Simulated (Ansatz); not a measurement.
# Cl2H4InOSi: the cost of one run

Method: UKS PBE/def2-SVP, in Ansatz 0.2.0.

### Step 1. The system as given

Bond lengths: In1–Cl2 2.690 Å, In1–Cl3 2.440 Å, In1–O4 1.990 Å, O4–H5 1.010 Å, Cl2–Si6 2.430 Å, Si6–H7 1.460 Å, Si6–H8 1.460 Å, Si6–H9 1.460 Å. Angles: In1–Cl2–Si6 180.0°, Cl2–In1–Cl3 120.0°, Cl2–In1–O4 120.0°, Cl3–In1–O4 120.0°, In1–O4–H5 109.5°, Cl2–Si6–H7 109.5°, Cl2–Si6–H8 109.5°, Cl2–Si6–H9 109.5°, H7–Si6–H8 109.4°, H7–Si6–H9 109.4°, H8–Si6–H9 109.4°.

Structure file:

```xyz
9

In    0.0000    0.0000    0.0000
Cl    0.0000    0.0000    2.6900
Cl    2.1130    0.0000   -1.2200
O    -1.7233    0.0000   -0.9950
H    -2.2330   -0.8467   -0.7865
Si    0.0000    0.0000    5.1200
H    -0.7436   -1.1581    5.6074
H     1.3747   -0.0649    5.6074
H    -0.6311    1.2230    5.6074
```

### Step 2. Pulling towards end A

Springs on the bonds that form and break draw the guess towards this end; the thresholds are loose.

File input.yaml:

```yaml
crystal:
  periodic: [false, false, false]
  atoms:
    - { symbol: In, position_ang: [0.0, 0.0, 0.0] }
    - { symbol: Cl, position_ang: [0.0, 0.0, 2.69] }
    - { symbol: Cl, position_ang: [2.113, 0.0, -1.22] }
    - { symbol: O, position_ang: [-1.7233, 0.0, -0.995] }
    - { symbol: H, position_ang: [-2.233, -0.8467, -0.7865] }
    - { symbol: Si, position_ang: [0.0, 0.0, 5.12] }
    - { symbol: H, position_ang: [-0.7436, -1.1581, 5.6074] }
    - { symbol: H, position_ang: [1.3747, -0.0649, 5.6074] }
    - { symbol: H, position_ang: [-0.6311, 1.223, 5.6074] }
magnetization:
  spin_polarized: true
  initial_magnetization: 1
basis:
  gaussian: { orbitals: def2-SVP }
hamiltonian:
  xc: pbe
relax:
  f_tol: 0.15
  max_steps: 25
  restrain:
    - { distance: [1, 5], at: 3.33, k: 30.0 }
    - { distance: [0, 1], at: 2.44, k: 30.0 }
```

On the command line:

```console
ansatz run input.yaml --threads 4 --pin off --max-ram 5120MiB --backend cpu --events-out ev --progress --plain --runs-dir out
```

Q: Estimate wall time and peak memory on 4 threads of Arm Neoverse V1, shared host.

About 19 s, with a peak of 0.21 GiB.
